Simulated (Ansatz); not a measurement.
**Sb started on an S site and an S vacancy in zincblende BeS, 15 atoms, charge +2**

Aim: a base single point, then the same cell under other settings, to see what each one moves.

Program: Ansatz 0.2.0, PAW, plane waves. These are calculated values, not measurements.

### Step 1. Starting point

15 atoms (8 Be, 6 S, 1 Sb); a = 6.842 Å, b = 6.842 Å, c = 6.842 Å, α = 60.00°, β = 60.00°, γ = 60.00°. All atoms were shaken off their sites by about 0.04 Å along each axis. Defect site 1: (0.625, 0.625, 0.625). Defect site 2: (0.125, 0.125, 0.625). Starting moments add up to 1 μB.

Structure file:

```cif
data_structure
_symmetry_space_group_name_H-M 'P 1'
_symmetry_Int_Tables_number 1
_cell_length_a 6.8420
_cell_length_b 6.8420
_cell_length_c 6.8420
_cell_angle_alpha 60.000
_cell_angle_beta 60.000
_cell_angle_gamma 60.000
_cell_volume 226.48
loop_
_atom_site_label
_atom_site_type_symbol
_atom_site_fract_x
_atom_site_fract_y
_atom_site_fract_z
_atom_site_occupancy
Be1 Be 0.99562 0.99437 0.00658 1
Be2 Be 0.50003 0.49594 0.50306 1
Be3 Be 0.99974 0.01443 0.50848 1
Be4 Be 0.49388 0.50403 0.00072 1
Be5 Be 0.99943 0.50186 0.00073 1
Be6 Be 0.50404 0.98853 0.50485 1
Be7 Be 0.50047 0.98997 0.00598 1
Be8 Be 0.00978 0.50831 0.48966 1
S1 S 0.11022 0.12850 0.11951 1
S2 S 0.62549 0.62687 0.12559 1
S3 S 0.12541 0.62418 0.11456 1
S4 S 0.62916 0.12308 0.61823 1
S5 S 0.62541 0.13221 0.11266 1
S6 S 0.12233 0.62626 0.62739 1
Sb1 Sb 0.63642 0.62650 0.61273 1
```

### Step 2. Single point with PBEsol

in.yaml reads:

```yaml
crystal:
  lattice:
    - [0.000000, 4.837996, 4.837996]
    - [4.837996, 0.000000, 4.837996]
    - [4.837996, 4.837996, 0.000000]
  atoms:
    - { symbol: Be, position: [0.995623, 0.994365, 0.006582], spin: 0.143 }
    - { symbol: Be, position: [0.500034, 0.495937, 0.503062], spin: 0.143 }
    - { symbol: Be, position: [0.999741, 0.014429, 0.508483], spin: 0.143 }
    - { symbol: Be, position: [0.493877, 0.504031, 0.000721], spin: 0.143 }
    - { symbol: Be, position: [0.999425, 0.501860, 0.000730] }
    - { symbol: Be, position: [0.504039, 0.988530, 0.504852], spin: 0.143 }
    - { symbol: Be, position: [0.500474, 0.989966, 0.005977] }
    - { symbol: Be, position: [0.009783, 0.508312, 0.489663], spin: 0.143 }
    - { symbol: S, position: [0.110217, 0.128497, 0.119513] }
    - { symbol: S, position: [0.625488, 0.626871, 0.125594] }
    - { symbol: S, position: [0.125413, 0.624183, 0.114556] }
    - { symbol: S, position: [0.629156, 0.123077, 0.618228] }
    - { symbol: S, position: [0.625412, 0.132208, 0.112660] }
    - { symbol: S, position: [0.122331, 0.626258, 0.627392] }
    - { symbol: Sb, position: [0.636421, 0.626496, 0.612730], spin: 0.143 }
kpoints:
  mp_grid: { grid: [2, 2, 2], shift: [0.5, 0.5, 0.5] }
hamiltonian:
  xc: pbesol
total_charge: 2
magnetization:
  spin_polarized: true
scf:
  occupations: { method: fermi_dirac, width: 0.01 }
output:
  forces: true
  eigenvalues: true
  populations: true
  charged_corrections: { epsilon: 7.1 }
```

The run is started by

```sh
> ansatz run in.yaml --threads 8 --pin off --max-ram 13300MiB --runs-dir r --events-out ev --progress --plain
```

### Step 3. Changed settings: accuracy low

in.yaml, as its differences from that of step 2:

```diff
@@ -1 +1,2 @@
+accuracy: low
 crystal:
@@ -30,2 +31,3 @@
   occupations: { method: fermi_dirac, width: 0.01 }
+  max_iter: 70
 output:
@@ -33,3 +35,2 @@
   eigenvalues: true
-  populations: true
-  charged_corrections: { epsilon: 7.1 }
+  stress: true
```

### Step 4. Changed settings: dispersion D4

in.yaml, as its differences from that of step 3:

```diff
@@ -1,2 +1 @@
-accuracy: low
 crystal:
@@ -26,2 +25,3 @@
   xc: pbesol
+  dispersion: d4
 total_charge: 2
@@ -31,3 +31,3 @@
   occupations: { method: fermi_dirac, width: 0.01 }
-  max_iter: 70
+  max_iter: 50
 output:
@@ -36 +36,5 @@
   stress: true
+  write_density: true
+  write_potential: true
+  elf: true
+  volumetric_format: npy
```

### Step 5. Run again with functional PBE

in.yaml, as its differences from that of step 4:

```diff
@@ -24,4 +24,3 @@
 hamiltonian:
-  xc: pbesol
-  dispersion: d4
+  xc: pbe
 total_charge: 2
@@ -31,3 +30,3 @@
   occupations: { method: fermi_dirac, width: 0.01 }
-  max_iter: 50
+  max_iter: 80
 output:
```

### Step 6. Changed settings: dispersion D3(BJ) with three-body term, cutoff 480 eV

in.yaml, as its differences from that of step 5:

```diff
@@ -23,4 +23,6 @@
   mp_grid: { grid: [2, 2, 2], shift: [0.5, 0.5, 0.5] }
+basis: { ecutwfc: 480 }
 hamiltonian:
-  xc: pbe
+  xc: pbesol
+  dispersion: d3bjatm
 total_charge: 2
```

### Step 7. Changed settings: occupations tetrahedron, mixer anderson

in.yaml, as its differences from that of step 6:

```diff
@@ -23,6 +23,4 @@
   mp_grid: { grid: [2, 2, 2], shift: [0.5, 0.5, 0.5] }
-basis: { ecutwfc: 480 }
 hamiltonian:
   xc: pbesol
-  dispersion: d3bjatm
 total_charge: 2
@@ -31,4 +29,5 @@
 scf:
-  occupations: { method: fermi_dirac, width: 0.01 }
-  max_iter: 80
+  occupations: { method: tetrahedron }
+  max_iter: 70
+  mixing: { algorithm: anderson }
 output:
@@ -37,5 +36 @@
   stress: true
-  write_density: true
-  write_potential: true
-  elf: true
-  volumetric_format: npy
```

**Question.** What will these runs give? Wanted: for each run, settings; status; energy from base; forces from base.

**Answer**, as computed:

| settings | status | cycles | time | energy from base (meV/atom) | forces from base (eV/Å rms) | filled to empty level on the mesh (eV) |
| --- | --- | --- | --- | --- | --- | --- |
| base | converged | 18 | 2.5 s (8 CPU threads) | 0 | 0 | none |
| accuracy low | converged | 18 | 2.3 s (8 CPU threads) | 0.0 | 0.000 | - |
| dispersion D4 | converged | 18 | 2.9 s (8 CPU threads) | - | 0.001 | - |
| functional PBE | converged | 20 | 3.3 s (8 CPU threads) | - | 0.027 | - |
| dispersion D3(BJ) with three-body term, cutoff 480 eV | converged | 18 | 3.3 s (8 CPU threads) | - | 0.002 | - |
| occupations tetrahedron, mixer anderson | converged | 26 | 3 s (8 CPU threads) | +0.5 | 0.102 | - |

The base run shows no spacing between filled and empty levels on this coarse mesh with displaced atoms and smearing, so occupations can shift between runs, and part of each change may come from that and not from the setting itself.

**What this shows.** Among these variants the forces move most with occupations tetrahedron, mixer anderson (0.102 eV/Å rms) and least with accuracy low (0.000).
